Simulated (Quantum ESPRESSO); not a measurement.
# InSb3 (Fm-3m) in Quantum ESPRESSO: settings compared

The runs below take InSb3 through band structure, single point, equation of state, with LDA, r2SCAN.

Everything below comes from runs of Quantum ESPRESSO 7.5. Logs are shortened: lines on timing, memory, paths and dates and some standing lists are left out, and cuts for length are marked.

## 1. The structure

The structure is cubic, space group Fm-3m (No. 225). The conventional cell has a = 7.589 Å, b = 7.589 Å, c = 7.589 Å, α = 90.00°, β = 90.00°, γ = 90.00°. Sb (site symmetry m-3m) has 8 Sb at 3.29 Å as nearest neighbours. Sb (site symmetry -43m) is surrounded by 4 In at 3.29 Å and 4 Sb at 3.29 Å. Around In (site symmetry m-3m) lie 8 Sb at 3.29 Å.

The cell comes from a database or a generator and needn't be the stable form of this composition.

## 2. Band structure, LDA

The input, pw.in:

```
&CONTROL
  calculation = 'scf'
  prefix = 'pwscf'
  outdir = './tmp'
  pseudo_dir = './pseudo'
  tprnfor = .true.
  tstress = .true.
  disk_io = 'low'
/
&SYSTEM
  ibrav = 0
  nat = 4
  ntyp = 2
  ecutwfc = 56
  ecutrho = 448
  nbnd = 39
  occupations = 'smearing'
  smearing = 'fd'
  degauss = 0.00367493
/
&ELECTRONS
  conv_thr = 8d-10
  electron_maxstep = 120
  mixing_beta = 0.5
/
ATOMIC_SPECIES
Sb   121.7600 sb_lda_v1.4.uspp.F.UPF
In   114.8180 in_lda_v1.4.uspp.F.UPF
CELL_PARAMETERS angstrom
   0.0000000000    3.7945550000    3.7945550000
   3.7945550000    0.0000000000    3.7945550000
   3.7945550000    3.7945550000    0.0000000000
ATOMIC_POSITIONS crystal
Sb     0.5000000000    0.5000000000    0.5000000000
Sb     0.7500000000    0.7500000000    0.7500000000
Sb     0.2500000000    0.2500000000    0.2500000000
In     0.0000000000    0.0000000000    0.0000000000
K_POINTS automatic
6 6 6 0 0 0
```

The input, bands.in:

```
&CONTROL
  calculation = 'bands'
  prefix = 'pwscf'
  outdir = './tmp'
  pseudo_dir = './pseudo'
  disk_io = 'low'
  verbosity = 'high'
/
&SYSTEM
  ibrav = 0
  nat = 4
  ntyp = 2
  ecutwfc = 56
  ecutrho = 448
  nbnd = 39
  occupations = 'smearing'
  smearing = 'fd'
  degauss = 0.00367493
/
&ELECTRONS
  conv_thr = 1d-08
  electron_maxstep = 120
  mixing_beta = 0.5
  diago_full_acc = .true.
  startingwfc = 'random'
/
ATOMIC_SPECIES
Sb   121.7600 sb_lda_v1.4.uspp.F.UPF
In   114.8180 in_lda_v1.4.uspp.F.UPF
CELL_PARAMETERS angstrom
   0.0000000000    3.7945550000    3.7945550000
   3.7945550000    0.0000000000    3.7945550000
   3.7945550000    3.7945550000    0.0000000000
ATOMIC_POSITIONS crystal
Sb     0.5000000000    0.5000000000    0.5000000000
Sb     0.7500000000    0.7500000000    0.7500000000
Sb     0.2500000000    0.2500000000    0.2500000000
In     0.0000000000    0.0000000000    0.0000000000
K_POINTS crystal
60
 0.0000000000  0.0000000000  0.0000000000 1
 0.0625000000  0.0000000000  0.0625000000 1
 0.1250000000  0.0000000000  0.1250000000 1
 0.1875000000  0.0000000000  0.1875000000 1
 0.2500000000  0.0000000000  0.2500000000 1
 0.3125000000  0.0000000000  0.3125000000 1
 0.3750000000  0.0000000000  0.3750000000 1
 0.4375000000  0.0000000000  0.4375000000 1
 0.5000000000  0.0000000000  0.5000000000 1
 0.5000000000  0.0625000000  0.5625000000 1
 0.5000000000  0.1250000000  0.6250000000 1
 0.5000000000  0.1875000000  0.6875000000 1
 0.5000000000  0.2500000000  0.7500000000 1
 0.4375000000  0.3125000000  0.7500000000 1
 0.3750000000  0.3750000000  0.7500000000 1
 0.3375000000  0.3375000000  0.6750000000 1
 0.3000000000  0.3000000000  0.6000000000 1
 0.2625000000  0.2625000000  0.5250000000 1
 0.2250000000  0.2250000000  0.4500000000 1
 0.1875000000  0.1875000000  0.3750000000 1
 0.1500000000  0.1500000000  0.3000000000 1
 0.1125000000  0.1125000000  0.2250000000 1
 0.0750000000  0.0750000000  0.1500000000 1
 0.0375000000  0.0375000000  0.0750000000 1
 0.0000000000  0.0000000000  0.0000000000 1
 0.0625000000  0.0625000000  0.0625000000 1
 0.1250000000  0.1250000000  0.1250000000 1
 0.1875000000  0.1875000000  0.1875000000 1
 0.2500000000  0.2500000000  0.2500000000 1
 0.3125000000  0.3125000000  0.3125000000 1
 0.3750000000  0.3750000000  0.3750000000 1
 0.4375000000  0.4375000000  0.4375000000 1
 0.5000000000  0.5000000000  0.5000000000 1
 0.5250000000  0.4500000000  0.5250000000 1
 0.5500000000  0.4000000000  0.5500000000 1
 0.5750000000  0.3500000000  0.5750000000 1
 0.6000000000  0.3000000000  0.6000000000 1
 0.6250000000  0.2500000000  0.6250000000 1
 0.5833333333  0.2500000000  0.6666666667 1
 0.5416666667  0.2500000000  0.7083333333 1
 0.5000000000  0.2500000000  0.7500000000 1
 0.5000000000  0.2857142857  0.7142857143 1
 0.5000000000  0.3214285714  0.6785714286 1
 0.5000000000  0.3571428571  0.6428571429 1
 0.5000000000  0.3928571429  0.6071428571 1
 0.5000000000  0.4285714286  0.5714285714 1
 0.5000000000  0.4642857143  0.5357142857 1
 0.5000000000  0.5000000000  0.5000000000 1
 0.4821428571  0.4821428571  0.5357142857 1
 0.4642857143  0.4642857143  0.5714285714 1
 0.4464285714  0.4464285714  0.6071428571 1
 0.4285714286  0.4285714286  0.6428571429 1
 0.4107142857  0.4107142857  0.6785714286 1
 0.3928571429  0.3928571429  0.7142857143 1
 0.3750000000  0.3750000000  0.7500000000 1
 0.6250000000  0.2500000000  0.6250000000 1
 0.5937500000  0.1875000000  0.5937500000 1
 0.5625000000  0.1250000000  0.5625000000 1
 0.5312500000  0.0625000000  0.5312500000 1
 0.5000000000  0.0000000000  0.5000000000 1
```

Potentials or basis: GBRV 1.5 LDA.

Started as:

```sh
OMP_NUM_THREADS=1 mpirun -n 2 pw.x -nk 2 -in pw.in > pw.out
OMP_NUM_THREADS=1 mpirun -n 2 pw.x -nk 2 -in bands.in > bands.out
```

pw.out:

```text
This program is part of the open-source Quantum ESPRESSO suite
     for quantum simulation of materials; please cite
         "P. Giannozzi et al., J. Phys.:Condens. Matter 21 395502 (2009);
         "P. Giannozzi et al., J. Phys.:Condens. Matter 29 465901 (2017);
         "P. Giannozzi et al., J. Chem. Phys. 152 154105 (2020);
     in publications or presentations arising from this work. More details at

     Message from routine setup:
     using ibrav=0 with symmetry is DISCOURAGED, use correct ibrav instead

     K-points division:     npool     =       2
     Subspace diagonalization in iterative solution of the eigenvalue problem:
     a serial algorithm will be used

     G-vector sticks info
     --------------------
     sticks:   dense  smooth     PW     G-vecs:    dense   smooth      PW
     Sum        3181    1585    451               118045    41655    6375

     Using Slab Decomposition

     bravais-lattice index     =            0
     lattice parameter (alat)  =      10.1409  a.u.
     unit-cell volume          =     737.4102 (a.u.)^3
     number of atoms/cell      =            4
     number of atomic types    =            2
     number of electrons       =        58.00
     number of Kohn-Sham states=           39
     kinetic-energy cutoff     =      56.0000  Ry
     charge density cutoff     =     448.0000  Ry
     scf convergence threshold =      8.0E-10
     mixing beta               =       0.5000
     number of iterations used =            8  plain     mixing
     Exchange-correlation=  SLA  PZ   NOGX NOGC
                           (   1   1   0   0   0   0   0)

     celldm(1)=  10.140858  celldm(2)=   0.000000  celldm(3)=   0.000000
     celldm(4)=   0.000000  celldm(5)=   0.000000  celldm(6)=   0.000000

     crystal axes: (cart. coord. in units of alat)
               a(1) = (   0.000000   0.707107   0.707107 )
               a(2) = (   0.707107   0.000000   0.707107 )
               a(3) = (   0.707107   0.707107   0.000000 )

     reciprocal axes: (cart. coord. in units 2 pi/alat)
               b(1) = ( -0.707107  0.707107  0.707107 )
               b(2) = (  0.707107 -0.707107  0.707107 )
               b(3) = (  0.707107  0.707107 -0.707107 )

     PseudoPot. # 1 for Sb read from file:
     sb_lda_v1.4.uspp.F.UPF
     Pseudo is Ultrasoft + core correction, Zval = 15.0
     Generated by new atomic code, or converted to UPF format
     Using radial grid of  891 points,  6 beta functions with:
                l(1) =   0
                l(2) =   0
                l(3) =   1
                l(4) =   1
                l(5) =   2
                l(6) =   2
[... 47 lines left out ...]
        k(   15) = (  -0.1178511  -0.3535534   0.5892557), wk =   0.2222222
        k(   16) = (  -0.7071068   0.2357023   0.0000000), wk =   0.1111111

     Dense  grid:   118045 G-vectors     FFT dimensions: (  72,  72,  72)

     Smooth grid:    41655 G-vectors     FFT dimensions: (  50,  50,  50)

     Initial potential from superposition of free atoms

     starting charge      53.5000, renormalised to      58.0000
     Starting wfcs are   36 randomized atomic wfcs +    3 random wfcs

     Self-consistent Calculation

     iteration #  1     ecut=    56.00 Ry     beta= 0.50
     Davidson diagonalization with overlap
     ethr =  1.00E-02,  avg # of iterations =  7.4

     total energy              =    -685.43163249 Ry
     estimated scf accuracy    <       5.89149176 Ry
[... 57 lines left out ...]
     iteration # 10     ecut=    56.00 Ry     beta= 0.50
     Davidson diagonalization with overlap
     ethr =  3.03E-12,  avg # of iterations =  2.7

     End of self-consistent calculation

          k = 0.0000 0.0000 0.0000 (  5161 PWs)   bands (ev):

   -18.4619 -18.4619 -18.4619 -18.4585 -18.4585 -18.2356 -18.2356 -18.2331
   -18.2331 -18.2331 -18.2166 -18.2166 -18.2166 -18.2082 -18.2082  -3.7147
    -3.7147  -3.7147  -3.6832  -3.6832  -1.5240   2.8587   3.8530   8.2117
     8.3259   8.3259   8.3259   8.3936   8.3936   8.3936  10.0512  10.0512
    10.0512  14.3661  14.3661  17.3181  17.3181  17.3181  22.6594
[... 51 lines left out ...]
   -18.4638 -18.4632 -18.4609 -18.4568 -18.4567 -18.2310 -18.2294 -18.2286
   -18.2258 -18.2232 -18.2232 -18.2228 -18.2213 -18.2172 -18.2145  -3.7257
    -3.7136  -3.7083  -3.6859  -3.6853  -0.2889   1.3902   2.5436   5.3601
     7.0426   7.4299   8.8946   9.0389   9.9501  10.9972  11.1751  12.8935
    13.3986  14.6428  15.5635  15.6669  17.8080  19.0890  19.5341

          k = 0.0000-0.2357 0.2357 (  5216 PWs)   bands (ev):

   -18.4630 -18.4629 -18.4611 -18.4576 -18.4574 -18.2341 -18.2316 -18.2298
   -18.2292 -18.2274 -18.2216 -18.2201 -18.2178 -18.2145 -18.2107  -3.7218
    -3.7126  -3.7112  -3.6853  -3.6839  -0.9846   2.2730   2.9678   6.1416
     7.3186   7.7548   7.8538   8.8606   9.8475   9.9915  10.8945  12.1840
    12.5869  14.0866  15.8905  15.9291  16.4635  17.1417  20.0504
[... 19 lines left out ...]
   -18.4645 -18.4626 -18.4611 -18.4567 -18.4562 -18.2305 -18.2303 -18.2300
   -18.2286 -18.2253 -18.2246 -18.2189 -18.2173 -18.2159 -18.2158  -3.7256
    -3.7162  -3.7050  -3.6907  -3.6842   0.4471   1.1496   1.7864   4.6459
     6.3050   8.6046   8.8637   9.4164  10.3410  11.2337  11.6251  13.2967
    13.5441  15.5226  15.7639  15.8246  18.3994  18.6530  19.0138

          k =-0.7071 0.0000 0.0000 (  5218 PWs)   bands (ev):

   -18.4651 -18.4651 -18.4580 -18.4571 -18.4557 -18.2377 -18.2330 -18.2275
   -18.2275 -18.2268 -18.2217 -18.2189 -18.2177 -18.2177 -18.2085  -3.7399
    -3.7022  -3.7022  -3.6967  -3.6809   0.6527   0.9421   2.0484   4.9263
     5.7248   5.7248  11.0260  11.6515  11.6515  11.8986  12.4363  12.5202
    12.5202  14.7683  15.7550  15.7550  16.3033  16.9476  17.5683
[... 11 lines left out ...]
   -18.4647 -18.4622 -18.4613 -18.4567 -18.4562 -18.2304 -18.2302 -18.2301
   -18.2292 -18.2256 -18.2223 -18.2213 -18.2166 -18.2159 -18.2156  -3.7240
    -3.7188  -3.7042  -3.6908  -3.6841   0.4612   1.0794   1.8846   4.4097
     7.3355   7.4064   8.9519   9.2226  10.7060  11.1641  12.5165  12.7705
    13.7204  14.9339  15.5679  15.6794  18.5575  18.5831  19.0548

          k =-0.7071 0.2357 0.0000 (  5214 PWs)   bands (ev):

   -18.4650 -18.4634 -18.4598 -18.4569 -18.4559 -18.2342 -18.2317 -18.2291
   -18.2289 -18.2245 -18.2239 -18.2201 -18.2171 -18.2156 -18.2121  -3.7312
    -3.7124  -3.7022  -3.6939  -3.6828   0.9075   0.9820   1.5649   4.1697
     6.7438   7.2711   8.9312   9.7072  11.8019  12.2239  12.6227  12.6438
    13.8027  14.6956  15.1071  15.1200  17.7012  18.4739  18.5672

     the Fermi energy is    10.8427 ev

!    total energy              =    -686.76875720 Ry
     estimated scf accuracy    <          2.5E-10 Ry
     smearing contrib. (-TS)   =      -0.00234126 Ry
     internal energy E=F+TS    =    -686.76641594 Ry

     The total energy is F=E-TS. E is the sum of the following terms:
     one-electron contribution =    -258.74771781 Ry
     hartree contribution      =     166.87005562 Ry
     xc contribution           =    -167.29608199 Ry
     ewald contribution        =    -427.59267177 Ry

     convergence has been achieved in  10 iterations

     Forces acting on atoms (cartesian axes, Ry/au):

     atom    1 type  1   force =    -0.00000000    0.00000000   -0.00000000
     atom    2 type  1   force =    -0.00000000   -0.00000000    0.00000000
     atom    3 type  1   force =     0.00000000    0.00000000   -0.00000000
     atom    4 type  2   force =     0.00000000   -0.00000000    0.00000000

     Total force =     0.000000     Total SCF correction =     0.000000

     Computing stress (Cartesian axis) and pressure

          total   stress  (Ry/bohr**3)                   (kbar)     P=      -42.32
  -0.00028767   0.00000000   0.00000000          -42.32        0.00        0.00
   0.00000000  -0.00028767   0.00000000            0.00      -42.32        0.00
   0.00000000   0.00000000  -0.00028767            0.00        0.00      -42.32

=------------------------------------------------------------------------------=
   JOB DONE.
=------------------------------------------------------------------------------=
```

Wall time 2.5 min (2 MPI ranks of Arm Neoverse V2, shared host); peak memory 0.6 GiB.

Results:

* Free energy: -9343.9650 eV
* Pressure: -4.2 GPa
* Band gap on the k mesh: none (metal or under the smearing width)

Levels at the corners of the path, in eV from the Fermi level:
| point | band 25 | band 26 | band 27 | band 28 | band 29 | band 30 | band 31 | band 32 | band 33 | band 34 |
| --- | --- | --- | --- | --- | --- | --- | --- | --- | --- | --- |
| Γ | -2.52 | -2.52 | -2.52 | -2.45 | -2.45 | -2.45 | -0.79 | -0.79 | -0.79 | 3.52 |
| X | -5.12 | -5.12 | 0.18 | 0.81 | 0.81 | 1.06 | 1.59 | 1.68 | 1.68 | 3.93 |
| W | -3.08 | -3.08 | -2.60 | -2.21 | 1.06 | 1.26 | 1.87 | 1.87 | 3.23 | 3.97 |
| K | -4.79 | -2.99 | -1.66 | -0.86 | -0.05 | 0.84 | 1.16 | 2.38 | 2.87 | 4.32 |
| Γ | -2.52 | -2.52 | -2.52 | -2.45 | -2.45 | -2.45 | -0.79 | -0.79 | -0.79 | 3.52 |
| L | -3.48 | -3.48 | -2.67 | -2.67 | -0.39 | -0.27 | 1.84 | 1.84 | 2.97 | 2.97 |
| U | -4.79 | -2.99 | -1.66 | -0.86 | -0.05 | 0.84 | 1.16 | 2.38 | 2.87 | 4.32 |
| W | -3.08 | -3.08 | -2.60 | -2.21 | 1.06 | 1.26 | 1.87 | 1.87 | 3.23 | 3.97 |
| L | -3.48 | -3.48 | -2.67 | -2.67 | -0.39 | -0.27 | 1.84 | 1.84 | 2.97 | 2.97 |
| K | -4.79 | -2.99 | -1.66 | -0.86 | -0.05 | 0.84 | 1.16 | 2.38 | 2.87 | 4.32 |
| U | -4.79 | -2.99 | -1.66 | -0.86 | -0.05 | 0.84 | 1.16 | 2.38 | 2.87 | 4.32 |
| X | -5.12 | -5.12 | 0.18 | 0.81 | 0.81 | 1.06 | 1.59 | 1.68 | 1.68 | 3.93 |

Caveat: spin-orbit coupling is left out, which moves the levels of the heavy elements.

(Part 1 of 2 ends here.)
